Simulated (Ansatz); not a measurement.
# AlGa3P4: the band gap up the ladder of functionals

One table from this session's results is given with a row withheld; the runs are named, their logs left out.

Program: Ansatz 0.2.0. PAW datasets, plane waves. No spin polarisation and no zero-point or thermal motion; the cell was built from a prototype and may be hypothetical.

### The cell

The cell was relaxed beforehand with r2SCAN.

Space group Amm2 (No. 38), orthorhombic; a = 3.862 Å, b = 7.721 Å, c = 10.910 Å in the conventional setting, 20.33 Å³ an atom. Al has 4 P at 2.36 Å; Ga has 4 P at 2.36 Å; P has 2 Al at 2.36 Å and 2 Ga at 2.36 Å; P has 3 Ga at 2.36 Å and 1 Al at 2.36 Å.

As a file:

```cif
data_structure
_symmetry_space_group_name_H-M 'Amm2'
_symmetry_Int_Tables_number 38
_cell_length_a 3.8623
_cell_length_b 7.7205
_cell_length_c 10.9102
_cell_angle_alpha 90.000
_cell_angle_beta 90.000
_cell_angle_gamma 90.000
_cell_volume 325.33
loop_
_atom_site_label
_atom_site_type_symbol
_atom_site_symmetry_multiplicity
_atom_site_Wyckoff_symbol
_atom_site_fract_x
_atom_site_fract_y
_atom_site_fract_z
_atom_site_occupancy
Al1 Al 2 a 0.00000 0.50000 0.50029 1
Ga1 Ga 4 e 0.50000 0.25017 0.75001 1
Ga2 Ga 2 a 0.00000 0.50000 0.99981 1
P1 P 2 b 0.50000 0.50000 0.62496 1
P2 P 4 d 0.00000 0.24991 0.87499 1
P3 P 2 b 0.50000 0.50000 0.12494 1
```

The first run:

File input.yaml:

```yaml
crystal:
  lattice:
    - [3.8623011466, 0.0, 0.0]
    - [0.0, 3.8602667488, 5.4550963236]
    - [0.0, -3.8602667488, 5.4550963236]
  atoms:
    - { symbol: Al, position: [0.0, 0.0002908353, 0.0002908353] }
    - { symbol: Ga, position: [0.5, 0.0001822134, 0.499844459] }
    - { symbol: Ga, position: [0.5, 0.499844459, 0.0001822134] }
    - { symbol: Ga, position: [0.0, 0.499809365, 0.499809365] }
    - { symbol: P, position: [0.5, 0.1249603743, 0.1249603743] }
    - { symbol: P, position: [0.0, 0.124894227, 0.6250830397] }
    - { symbol: P, position: [0.0, 0.6250830397, 0.124894227] }
    - { symbol: P, position: [0.5, 0.6249354861, 0.6249354861] }
kpoints:
  mp_grid: { grid: [6, 4, 4] }
  band_path:
    path:
      - [[0.0, 0.0, 0.0], [3.485070260746e-19, 0.5, 0.5], [4.097405298282e-19, 0.6248099556065, 0.3751900443935]]
      - [[1.840734649735e-19, 0.3751900443935, -0.3751900443935], [0.0, 0.0, 0.0], [0.5, 9.399081412045e-19, 4.499339062715e-19], [0.5, 0.3751900443935, -0.3751900443935]]
      - [[0.5, 0.6248099556065, 0.3751900443935], [0.5, 0.5, 0.5], [3.485070260746e-19, 0.5, 0.5]]
      - [[0.0, 0.0, 0.0], [2.969069974008e-19, 0.5, -2.337062840067e-17], [0.5, 0.5, -2.337062840067e-17], [0.5, 9.399081412045e-19, 4.499339062715e-19], [0.5, 0.5, 0.5]]
    npoints: 10
hamiltonian:
  xc: pbe
scf:
  occupations: { method: fermi_dirac, width: 0.02 }
  n_extra_bands: 6
output:
  forces: true
  stress: true
  eigenvalues: true
```

Run with:

```bash
$ ansatz run input.yaml --threads 4 --pin off --max-ram 6451MiB --backend cpu --events-out ev --progress --plain --runs-dir out
```

Steps of the session up to this table: Band structure with PBE; Single point with r2SCAN; HSE06; Single point with PBE+SOC; Single point with PBE0.

One of the session's tables, all rows but one given; the rest of the session is left out.

| level | gap (eV) |
| --- | --- |
| PBE | 1.57 |
| r2SCAN | 1.87 |
| HSE06 | 2.26 |
| PBE+SOC | ? |
| PBE0 | 2.94 |

**Question.** Estimate the row for PBE+SOC.

The run gave: gap (eV): 1.55. In the column «gap (eV)» it is the lowest.

Meshes: PBE 6×4×4, r2SCAN 6×4×4, HSE06 4×2×2, PBE+SOC 6×4×4, PBE0 4×2×2

In words: PBE+SOC gives the least gap, 1.55 eV, and PBE0 the largest, 2.94 eV. PBE reaches 70 % of the HSE06 value, and r2SCAN 83 %. PBE0 lies 0.68 eV above HSE06, which differs from it by screening the long-range exchange.

Limits of these values: Warnings in the runs' records: stress exchange threshold loose, stress scf threshold loose.
